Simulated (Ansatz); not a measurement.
# BGeH5O: shift of H5 from B2 to O1

Aim: the minimum-energy path and barrier of the shift of H5 from B2 to O1. The ends are relaxed first, then joined by a nudged elastic band. SMILES of the start: O[BH][GeH3].

Program: Ansatz 0.2.0. Level of theory: RKS PBE/def2-SVP. These are calculated values, not measurements.

**1. The starting structure**

Bond lengths: O1–B2 1.400 Å, B2–Ge3 1.993 Å, O1–H4 0.938 Å, B2–H5 1.198 Å, Ge3–H6 1.536 Å, Ge3–H7 1.569 Å, Ge3–H8 1.615 Å. Angles: O1–B2–Ge3 118.5°, O1–B2–H5 120.9°, Ge3–B2–H5 120.6°, B2–O1–H4 105.5°, B2–Ge3–H6 110.9°, B2–Ge3–H7 110.6°, B2–Ge3–H8 109.3°, H6–Ge3–H7 110.6°, H6–Ge3–H8 109.1°, H7–Ge3–H8 106.2°.

Structure file:

```xyz
8

O    -1.5761    0.7454   -0.7803
B    -0.2073    0.4544   -0.8242
Ge    0.6522   -0.3269    0.7955
H    -2.0066   -0.0234   -1.1010
H     0.4304    0.6455   -1.8197
H    -0.3614   -0.4610    1.9421
H     1.2959   -1.7183    0.4619
H     1.8652    0.6271    1.2700
```

**2. End point A**

Input file input.yaml:

```yaml
crystal:
  periodic: [false, false, false]
  atoms:
    - { symbol: O, position_ang: [-1.5761, 0.7454, -0.7803] }
    - { symbol: B, position_ang: [-0.2073, 0.4544, -0.8242] }
    - { symbol: Ge, position_ang: [0.6522, -0.3269, 0.7955] }
    - { symbol: H, position_ang: [-2.0066, -0.0234, -1.101] }
    - { symbol: H, position_ang: [0.4304, 0.6455, -1.8197] }
    - { symbol: H, position_ang: [-0.3614, -0.461, 1.9421] }
    - { symbol: H, position_ang: [1.2959, -1.7183, 0.4619] }
    - { symbol: H, position_ang: [1.8652, 0.6271, 1.27] }
basis:
  gaussian: { orbitals: def2-SVP }
hamiltonian:
  xc: pbe
relax:
  f_tol: 0.02
  max_steps: 50
```

Run with:

```
$ ansatz run input.yaml --threads 2 --pin off --max-ram 3072MiB --backend cpu --events-out ev --progress --plain --runs-dir out
```

The log of the run, cut to the lines that bear on the results:

```text
Warning: RAYON_NUM_THREADS=2 ignored (pool sized by the plan → 2); use --threads N
[...]
Functional definition: PBE
[...]
938 factors; their error is unknown
[...]
mean field -59301.28419083 eV, -2179.2819981588 hartree, gradient 6.1e-5 eV, S^2 0.000000; 0 other end points of the search recorded, 0 dependent functions left out
[...]
reference -59301.28422501 eV, -2179.2819994150 hartree; 25, 25 occupied and 60, 60 virtual orbitals, 938 factors
relax step   1: F+E_penalty+E_count = -59301.28419083 eV  Δ(F+E_penalty+E_count) = +0.000e0 eV  max|allowed force component| = 1.862e0 eV/Å  Δτ_max = 0.0000 Å  (25 SCF iters, accepted)
[...]
relax step   4: F+E_penalty+E_count = -59301.78995422 eV  Δ(F+E_penalty+E_count) = -1.741e-1 eV  max|allowed force component| = 2.894e0 eV/Å  Δτ_max = 0.1953 Å  (30 SCF iters, accepted)
[...]
relax step   7: F+E_penalty+E_count = -59302.22972649 eV  Δ(F+E_penalty+E_count) = -1.270e-2 eV  max|allowed force component| = 7.309e-2 eV/Å  Δτ_max = 0.0781 Å  (26 SCF iters, accepted)
[...]
relax step  10: F+E_penalty+E_count = -59302.23307505 eV  Δ(F+E_penalty+E_count) = -1.738e-4 eV  max|allowed force component| = 2.240e-2 eV/Å  Δτ_max = 0.0292 Å  (25 SCF iters, accepted)
[...]
relax step  13: F+E_penalty+E_count = -59302.23330588 eV  Δ(F+E_penalty+E_count) = -4.543e-5 eV  max|allowed force component| = 2.530e-2 eV/Å  Δτ_max = 0.0052 Å  (22 SCF iters, accepted)
[...]
relax step  14: F+E_penalty+E_count = -59302.23332379 eV  Δ(F+E_penalty+E_count) = -1.791e-5 eV  max|allowed force component| = 1.077e-2 eV/Å  Δτ_max = 0.0062 Å  (21 SCF iters, accepted)
938 factors; their error is unknown
[...]
mean field -59302.23332379 eV, -2179.3168781519 hartree, gradient 8.1e-6 eV, S^2 0.000000; 1 other end points of the search recorded, 0 dependent functions left out
[...]
reference -59302.23335893 eV, -2179.3168794433 hartree; 25, 25 occupied and 60, 60 virtual orbitals, 938 factors
Total energy: -59302.23335893 eV, -2179.3168794433 hartree
Atom 0 at    -1.664704     0.399252    -0.721801 Å, force     0.010769     0.000838    -0.001410 eV/Å
Atom 1 at    -0.318341     0.256389    -0.807567 Å, force    -0.009832    -0.000801    -0.000709 eV/Å
Atom 2 at     0.729436    -0.343728     0.885355 Å, force     0.005761     0.000806     0.004917 eV/Å
Atom 3 at    -2.066559     0.683246    -1.565248 Å, force    -0.002613     0.000180    -0.001901 eV/Å
Atom 4 at     0.262710     0.477031    -1.863649 Å, force    -0.000928     0.000474     0.001091 eV/Å
Atom 5 at    -0.165491    -0.569314     2.135324 Å, force     0.000927    -0.000596    -0.001024 eV/Å
Atom 6 at     1.502563    -1.668161     0.615430 Å, force    -0.001177     0.002319     0.000429 eV/Å
Atom 7 at     1.812684     0.708084     1.266456 Å, force    -0.002907    -0.003220    -0.001393 eV/Å
Dipole moment:    -0.283686     0.149346    -0.411453 e Å
```

Run time: 13 s. Hardware: 2 threads of Intel Xeon Platinum 8488C (Sapphire Rapids), shared host; peak memory 0.14 GiB.

Step by step:

| step | energy from step 1 (eV) | largest force component (eV/Å) |
| --- | --- | --- |
| 1 | 0.0000 | 1.8616 |
| 2 | -0.2059 | 0.9912 |
| 3 | -0.3317 | 2.1396 |
| 4 | -0.5058 | 2.8937 |
| 5 | -0.8549 | 1.2916 |
| 6 | -0.9328 | 0.4683 |
| 7 | -0.9455 | 0.0731 |
| 8 | -0.9479 | 0.0360 |
| 9 | -0.9487 | 0.0117 |
| 10 | -0.9489 | 0.0224 |
| 11 | -0.9490 | 0.0256 |
| 12 | -0.9491 | 0.0383 |
| 13 | -0.9491 | 0.0253 |
| 14 | -0.9491 | 0.0108 |

Step 1 is the start.

After: Bond lengths: O1–B2 1.357 Å, B2–Ge3 2.079 Å, O1–H4 0.976 Å, B2–H5 1.225 Å, Ge3–H6 1.554 Å, Ge3–H7 1.557 Å, Ge3–H8 1.557 Å. Angles: O1–B2–Ge3 118.6°, O1–B2–H5 120.4°, Ge3–B2–H5 121.0°, B2–O1–H4 112.6°, B2–Ge3–H6 114.0°, B2–Ge3–H7 110.8°, B2–Ge3–H8 110.8°, H6–Ge3–H7 107.6°, H6–Ge3–H8 107.6°, H7–Ge3–H8 105.8°.

**3. End point B**

The second end starts from a geometry with the move made by hand.

input.yaml, as its differences from that of step 2:

```diff
@@ -7,3 +7,3 @@
     - { symbol: H, position_ang: [-2.0066, -0.0234, -1.101] }
-    - { symbol: H, position_ang: [0.4304, 0.6455, -1.8197] }
+    - { symbol: H, position_ang: [-1.55817, 1.73078, -0.68647] }
     - { symbol: H, position_ang: [-0.3614, -0.461, 1.9421] }
@@ -18 +18,3 @@
   max_steps: 50
+output:
+  orbitals: {}
```

Run with:

```
$ ansatz run input.yaml --threads 2 --pin off --max-ram 3072MiB --backend cpu --events-out ev --progress --plain --runs-dir out
```

The log of the run, cut to the lines that bear on the results:

```text
Warning: RAYON_NUM_THREADS=2 ignored (pool sized by the plan → 2); use --threads N
[...]
Functional definition: PBE
[...]
938 factors; their error is unknown
[...]
mean field -59295.43110116 eV, -2179.0669010807 hartree, gradient 1.9e-5 eV, S^2 0.000000; 2 other end points of the search recorded, 0 dependent functions left out
[...]
reference -59295.43113538 eV, -2179.0669023385 hartree; 25, 25 occupied and 60, 60 virtual orbitals, 938 factors
relax step   1: F+E_penalty+E_count = -59295.43110116 eV  Δ(F+E_penalty+E_count) = +0.000e0 eV  max|allowed force component| = 4.308e0 eV/Å  Δτ_max = 0.0000 Å  (81 SCF iters, accepted)
[...]
relax step   6: F+E_penalty+E_count = -59297.41482935 eV  Δ(F+E_penalty+E_count) = -1.837e-1 eV  max|allowed force component| = 9.213e-1 eV/Å  Δτ_max = 0.2000 Å  (35 SCF iters, accepted)
[...]
reference -59297.66737774 eV, -2179.1490827293 hartree; 25, 25 occupied and 60, 60 virtual orbitals, 938 factors
Total energy: -59297.66737774 eV, -2179.1490827293 hartree
Atom 0 at    -1.319693     0.774061    -0.698172 Å, force     0.014751     0.007778    -0.013956 eV/Å
Atom 1 at     0.116840     0.850586    -1.088426 Å, force    -0.011391    -0.007457     0.001363 eV/Å
Atom 2 at     0.758170    -0.277943     0.596274 Å, force     0.009571     0.004142     0.008695 eV/Å
Atom 3 at    -1.654518     0.260881     0.187298 Å, force    -0.003988     0.001997    -0.001275 eV/Å
Atom 4 at    -1.997824     1.203374    -1.256671 Å, force    -0.001936    -0.004652     0.010774 eV/Å
Atom 5 at    -0.770215    -0.480194     1.212270 Å, force    -0.009805    -0.000687    -0.000650 eV/Å
Atom 6 at     1.362486    -1.705516     0.409652 Å, force     0.002397     0.000978    -0.004011 eV/Å
Atom 7 at     1.608484     0.402831     1.715306 Å, force     0.000402    -0.002098    -0.000941 eV/Å
Dipole moment:    -0.824140    -0.021352     0.185860 e Å
```

Run time: 18 s. Hardware: 2 threads of Intel Xeon Platinum 8488C (Sapphire Rapids), shared host; peak memory 0.14 GiB.

Relaxation path:

```csv
step,energy from step 1 (eV),largest force component (eV/Å)
1,0.0000,4.3082
2,-0.8422,2.0019
3,-1.2126,2.1746
4,-1.5152,2.4705
5,-1.8000,1.5944
6,-1.9837,0.9213
7,-2.1185,0.4966
8,-2.1481,0.5170
9,-2.1744,0.7566
10,-2.1807,0.4152
11,-2.1999,0.4414
12,-2.2176,0.3620
13,-2.2280,0.2575
14,-2.2291,0.2807
15,-2.2327,0.1511
16,-2.2349,0.0862
17,-2.2352,0.0891
18,-2.2356,0.0807
19,-2.2361,0.0334
20,-2.2362,0.0148
```

Step 1 is the start.

After: Bond lengths: O1–B2 1.491 Å, B2–Ge3 2.127 Å, O1–H4 1.077 Å, O1–H5 0.978 Å, Ge3–H6 1.660 Å, Ge3–H7 1.561 Å, Ge3–H8 1.562 Å. Angles: O1–B2–Ge3 93.2°, B2–O1–H4 122.6°, B2–O1–H5 119.8°, H4–O1–H5 117.6°, B2–Ge3–H6 94.6°, B2–Ge3–H7 120.5°, B2–Ge3–H8 120.0°, H6–Ge3–H7 106.8°, H6–Ge3–H8 106.8°, H7–Ge3–H8 105.9°.

**4. The band**

crystal.atoms is end A as relaxed above, and neb.final_atoms is end B, turned to lie on A. With 7 inner images the band has 9 in all. The start path is listed, through a guess of the saddle.

Input file input.yaml:

```yaml
crystal:
  periodic: [false, false, false]
  atoms:
    - { symbol: O, position_ang: [-1.664704, 0.399252, -0.721801] }
    - { symbol: B, position_ang: [-0.318341, 0.256389, -0.807567] }
    - { symbol: Ge, position_ang: [0.729436, -0.343728, 0.885355] }
    - { symbol: H, position_ang: [-2.066559, 0.683246, -1.565248] }
    - { symbol: H, position_ang: [0.26271, 0.477031, -1.863649] }
    - { symbol: H, position_ang: [-0.165491, -0.569314, 2.135324] }
    - { symbol: H, position_ang: [1.502563, -1.668161, 0.61543] }
    - { symbol: H, position_ang: [1.812684, 0.708084, 1.266456] }
basis:
  gaussian: { orbitals: def2-SVP }
hamiltonian:
  xc: pbe
neb:
  order_check: false
  images: 7
  f_tol: 0.05
  max_iterations: 60
  final_atoms:
    - { symbol: O, position_ang: [-0.88254546, 0.42144695, -1.14690513] }
    - { symbol: B, position_ang: [0.59120587, 0.28040105, -1.31994959] }
    - { symbol: Ge, position_ang: [0.89153534, -0.31679156, 0.69902518] }
    - { symbol: H, position_ang: [-1.37871886, 0.22750724, -0.21110709] }
    - { symbol: H, position_ang: [-1.43526592, 0.70232066, -1.90301524] }
    - { symbol: H, position_ang: [-0.71456049, -0.21991657, 1.10815678] }
    - { symbol: H, position_ang: [1.35626656, -1.76919733, 1.03448403] }
    - { symbol: H, position_ang: [1.66438097, 0.61702857, 1.68361106] }
  initial_path:
    images:
      - { positions_ang: [[-1.664704, 0.399252, -0.721801], [-0.318341, 0.256389, -0.807567], [0.729436, -0.343728, 0.885355], [-2.066559, 0.683246, -1.565248], [0.26271, 0.477031, -1.863649], [-0.165491, -0.569314, 2.135324], [1.502563, -1.668161, 0.61543], [1.812684, 0.708084, 1.266456]] }
      - { positions_ang: [[-1.5800421, 0.45978358, -0.79017767], [-0.2364275, 0.24910211, -0.83596034], [0.72725502, -0.35327049, 0.87357905], [-2.00342364, 0.4812014, -1.48080061], [0.09977712, 0.65182677, -1.81404763], [-0.21132397, -0.49120934, 2.08497739], [1.43745829, -1.71574661, 0.64692582], [1.85902478, 0.66111157, 1.25980399]] }
      - { positions_ang: [[-1.49538021, 0.52031517, -0.85855434], [-0.15451399, 0.24181522, -0.86435367], [0.72507404, -0.36281299, 0.86180309], [-1.94028828, 0.27915681, -1.39635322], [-0.06315575, 0.82662255, -1.76444626], [-0.25715694, -0.41310469, 2.03463079], [1.37235357, -1.76333221, 0.67842163], [1.90536556, 0.61413914, 1.25315198]] }
      - { positions_ang: [[-1.41071831, 0.58084675, -0.92693101], [-0.07260049, 0.23452834, -0.89274701], [0.72289306, -0.37235548, 0.85002714], [-1.87715292, 0.07711221, -1.31190583], [-0.22608863, 1.00141832, -1.71484489], [-0.30298991, -0.33500003, 1.98428418], [1.30724886, -1.81091782, 0.70991745], [1.95170635, 0.56716672, 1.24649997]] }
      - { positions_ang: [[-1.32605641, 0.64137833, -0.99530769], [0.00931301, 0.22724145, -0.92114034], [0.72071208, -0.38189798, 0.83825119], [-1.81401756, -0.12493239, -1.22745844], [-0.38902151, 1.17621409, -1.66524351], [-0.34882288, -0.25689538, 1.93393757], [1.24214414, -1.85850342, 0.74141326], [1.99804713, 0.52019429, 1.23984796]] }
      - { positions_ang: [[-1.21517868, 0.58639549, -1.03320705], [0.15478622, 0.24053135, -1.02084265], [0.7634179, -0.36562137, 0.80344469], [-1.70519289, -0.03682248, -0.9733706], [-0.65058261, 1.05774073, -1.72468645], [-0.44025728, -0.24765068, 1.72749237], [1.27067475, -1.8361769, 0.81468095], [1.91463059, 0.54440286, 1.35078873]] }
      - { positions_ang: [[-1.10430094, 0.53141264, -1.07110641], [0.30025944, 0.25382125, -1.12054497], [0.80612371, -0.34934477, 0.76863819], [-1.59636821, 0.05128743, -0.71928276], [-0.91214371, 0.93926737, -1.78412938], [-0.53169169, -0.23840598, 1.52104717], [1.29920535, -1.81385038, 0.88794865], [1.83121405, 0.56861143, 1.46172951]] }
      - { positions_ang: [[-0.9934232, 0.4764298, -1.10900577], [0.44573265, 0.26711115, -1.22024728], [0.84882952, -0.33306817, 0.73383169], [-1.48754353, 0.13939733, -0.46519493], [-1.17370481, 0.82079401, -1.84357231], [-0.62312609, -0.22916128, 1.31460198], [1.32773595, -1.79152386, 0.96121634], [1.74779751, 0.59282, 1.57267028]] }
      - { positions_ang: [[-0.88254546, 0.42144695, -1.14690513], [0.59120587, 0.28040105, -1.31994959], [0.89153534, -0.31679156, 0.69902518], [-1.37871886, 0.22750724, -0.21110709], [-1.43526592, 0.70232066, -1.90301524], [-0.71456049, -0.21991657, 1.10815678], [1.35626656, -1.76919733, 1.03448403], [1.66438097, 0.61702857, 1.68361106]] }
```

Run with:

```
$ ansatz run input.yaml --threads 2 --pin off --max-ram 3072MiB --backend cpu --events-out ev --progress --plain --runs-dir out
```

The log of the run, cut to the lines that bear on the results:

```text
Warning: RAYON_NUM_THREADS=2 ignored (pool sized by the plan → 2); use --threads N
[...]
Functional definition: PBE
[...]
938 factors; their error is unknown
[...]
mean field -59302.23331072 eV, -2179.3168776716 hartree, gradient 5.5e-5 eV, S^2 0.000000; 0 other end points of the search recorded, 0 dependent functions left out
[...]
reference -59302.23334591 eV, -2179.3168789648 hartree; 25, 25 occupied and 60, 60 virtual orbitals, 938 factors
938 factors; their error is unknown
[...]
mean field -59297.66734546 eV, -2179.1490815431 hartree, gradient 3.9e-5 eV, S^2 0.000000; 0 other end points of the search recorded, 0 dependent functions left out
[...]
reference -59297.66737983 eV, -2179.1490828063 hartree; 25, 25 occupied and 60, 60 virtual orbitals, 938 factors
NEB end point (image 0): max|allowed force component| = 1.035e-2 eV/Å (the criterion of neb.relax_end_points is 1.000e-2)
[...]
938 factors; their error is unknown
mean field -59293.98397534 eV, -2179.0137201880 hartree, gradient 5.8e-5 eV, S^2 0.000000; 1 other end points of the search recorded, 0 dependent functions left out
[...]
reference -59293.98400968 eV, -2179.0137214499 hartree; 25, 25 occupied and 60, 60 virtual orbitals, 938 factors
938 factors; their error is unknown
[...]
mean field -59296.09597514 eV, -2179.0913347490 hartree, gradient 3.3e-5 eV, S^2 0.000000; 0 other end points of the search recorded, 0 dependent functions left out
[...]
reference -59296.09600866 eV, -2179.0913359808 hartree; 25, 25 occupied and 60, 60 virtual orbitals, 938 factors
NEB iter   1: max|band force component| = 2.209e1 eV/Å  barrier→ = 8.2493 eV  barrier← = 3.6834 eV  Δτ_max = 0.1993 Å  (272 SCF iters)
[...]
NEB iter   7: max|band force component| = 1.224e0 eV/Å  barrier→ = 4.8628 eV  barrier← = 0.2968 eV  Δτ_max = 0.1923 Å  (190 SCF iters)
NEB iter   8: max|band force component| = 5.776e-1 eV/Å  barrier→ = 4.8677 eV  barrier← = 0.3017 eV  Δτ_max = 0.1995 Å  (190 SCF iters)
```

**5. The log goes on: band between the two ends**

Output, continued, cut to the lines that bear on the results:

```text
NEB iter   9: max|band force component| = 6.308e-1 eV/Å  barrier→ = 4.8519 eV  barrier← = 0.2859 eV  Δτ_max = 0.1013 Å  (195 SCF iters)
[...]
NEB iter  18: max|band force component| = 8.811e-1 eV/Å  barrier→ = 4.7158 eV  barrier← = 0.1498 eV  CI = image 7  Δτ_max = 0.1000 Å  (188 SCF iters)
[...]
NEB iter  27: max|band force component| = 1.382e0 eV/Å  barrier→ = 4.9179 eV  barrier← = 0.3519 eV  CI = image 7  Δτ_max = 0.0998 Å  (188 SCF iters)
[...]
NEB iter  36: max|band force component| = 1.709e-1 eV/Å  barrier→ = 4.8743 eV  barrier← = 0.3084 eV  CI = image 7  Δτ_max = 0.1247 Å  (181 SCF iters)
[...]
NEB iter  44: max|band force component| = 1.257e-1 eV/Å  barrier→ = 4.8479 eV  barrier← = 0.2819 eV  CI = image 7  Δτ_max = 0.0159 Å  (166 SCF iters)
[...]
NEB iter  45: max|band force component| = 2.871e-2 eV/Å  barrier→ = 4.8478 eV  barrier← = 0.2818 eV  CI = image 7  Δτ_max = 0.0000 Å  (345 SCF iters)
Total energy: -59297.38556474 eV, -2179.1387262927 hartree
Atom 0 at    -1.112091     0.718734    -1.115706 Å, force    -0.002789     0.007171     0.028828 eV/Å
Atom 1 at     0.370077     0.367139    -1.112503 Å, force    -0.006416    -0.003327     0.006452 eV/Å
Atom 2 at     0.852541    -0.369195     0.799503 Å, force     0.000111    -0.003064     0.001953 eV/Å
Atom 3 at    -1.866315     0.382249    -0.505110 Å, force     0.008690    -0.000815    -0.004776 eV/Å
Atom 4 at    -0.943835     0.569665    -2.140505 Å, force    -0.001200    -0.003595    -0.029705 eV/Å
Atom 5 at    -0.499038    -0.451137     1.618584 Å, force    -0.002721     0.002146    -0.001793 eV/Å
Atom 6 at     1.460164    -1.800934     0.787658 Å, force     0.003154     0.000916    -0.001093 eV/Å
Atom 7 at     1.830794     0.526277     1.612379 Å, force     0.001171     0.000567     0.000132 eV/Å
Dipole moment:    -0.734714    -0.013806     0.032859 e Å
this run last wrote the band of iteration 45 to <dir>
```

Wall time 3.8 min (2 threads of Intel Xeon Platinum 8488C (Sapphire Rapids), shared host); peak memory 0.14 GiB.

**6. The band, image by image**

Images 0 and 8 are the ends. Energies count from image 0; the path length is the program's own measure over all atoms.

| image | path (Å) | energy (eV) | H5–B2 (Å) | H5–O1 (Å) | band force (eV/Å) |
| --- | --- | --- | --- | --- | --- |
| 0 | 0.000 | 0.0000 | 1.23 | 2.24 | - |
| 1 | 1.679 | 0.0155 | 1.22 | 2.24 | 0.002 |
| 2 | 3.359 | 0.0024 | 1.23 | 2.24 | 0.002 |
| 3 | 5.038 | 0.0209 | 1.22 | 2.17 | 0.014 |
| 4 | 6.718 | -0.0060 | 1.22 | 2.18 | 0.026 |
| 5 | 8.395 | 0.0208 | 1.22 | 2.17 | 0.003 |
| 6 | 10.072 | -0.0068 | 1.22 | 2.18 | 0.006 |
| 7* | 11.749 | 4.8478 | 1.68 | 1.05 | 0.029 |
| 8 | 12.914 | 4.5660 | 2.15 | 0.98 | - |

The star marks the climbing image.

image, energy (eV) and a bar:
```
        0      0.000 
        1      0.015 
        2      0.002 
        3      0.021 
        4     -0.006 
        5      0.021 
        6     -0.007 
        7      4.848 ##############################
        8      4.566 ############################
```

The top of the band by iteration:

```
iteration  highest image above image 0 (eV)  largest band force (eV/Å)
        1                            8.2493                     22.094
        5                            4.8739                      1.908
        9                            4.8519                      0.631
       13                            4.6341                      2.258
       17                            4.6606                      0.401
       21                            4.7525                      1.026
       25                            4.7959                      0.796
       29                            4.9604                      0.493
       33                            4.8911                      0.429
       37                            4.8674                      0.116
       41                            4.8497                      0.480
       45                            4.8478                      0.029
```

Positions of all images (Å):

```xyz
8
image=0 dE=0.0000
O    -1.665    0.399   -0.722
B    -0.318    0.256   -0.808
Ge    0.729   -0.344    0.885
H    -2.067    0.683   -1.565
H     0.263    0.477   -1.864
H    -0.165   -0.569    2.135
H     1.503   -1.668    0.615
H     1.813    0.708    1.266
8
image=1 dE=0.0155
O    -1.522   -0.181   -1.022
B    -0.343    0.425   -0.732
Ge    0.753   -0.322    0.876
H    -1.980    0.230   -1.780
H     0.043    1.378   -1.398
H     0.023   -0.055    2.225
H     0.958   -1.861    0.786
H     2.159    0.329    0.989
8
image=2 dE=0.0024
O    -1.090   -0.459   -1.439
B    -0.464    0.439   -0.637
Ge    0.695   -0.279    0.933
H    -1.595   -0.034   -2.158
H    -0.573    1.641   -0.849
H     0.466    0.541    2.235
H     0.444   -1.777    1.263
H     2.209   -0.130    0.596
8
image=3 dE=0.0209
O    -1.154    0.056   -1.649
B    -0.625    0.680   -0.568
Ge    0.653   -0.241    0.811
H    -0.900   -0.880   -1.747
H    -0.941    1.853   -0.452
H     0.926    0.646    2.055
H     0.097   -1.605    1.324
H     2.036   -0.567    0.171
8
image=4 dE=-0.0060
O    -1.293    0.078   -1.527
B    -0.351    0.692   -0.771
Ge    0.629   -0.258    0.811
H    -1.468   -0.846   -1.264
H    -0.113    1.850   -1.072
H     0.250    0.366    2.184
H     0.263   -1.775    0.888
H     2.176   -0.164    0.696
8
image=5 dE=0.0208
O    -1.525    0.359   -1.236
B    -0.238    0.606   -0.887
Ge    0.694   -0.327    0.737
H    -1.976   -0.288   -0.661
H     0.343    1.414   -1.593
H    -0.122   -0.135    2.052
H     0.782   -1.869    0.526
H     2.134    0.183    1.005
8
image=6 dE=-0.0068
O    -1.556    0.550   -1.118
B    -0.221    0.325   -1.029
Ge    0.689   -0.324    0.735
H    -2.033    0.377   -0.284
H     0.408    0.530   -2.053
H    -0.366   -0.537    1.867
H     1.440   -1.673    0.553
H     1.732    0.695    1.273
8
image=7 dE=4.8478
O    -1.112    0.719   -1.116
B     0.370    0.367   -1.113
Ge    0.853   -0.369    0.800
H    -1.866    0.382   -0.505
H    -0.944    0.570   -2.141
H    -0.499   -0.451    1.619
H     1.460   -1.801    0.788
H     1.831    0.526    1.612
8
image=8 dE=4.5660
O    -0.883    0.421   -1.147
B     0.591    0.280   -1.320
Ge    0.892   -0.317    0.699
H    -1.379    0.228   -0.211
H    -1.435    0.702   -1.903
H    -0.715   -0.220    1.108
H     1.356   -1.769    1.034
H     1.664    0.617    1.684
```

(Part 1 of 2 ends here.)
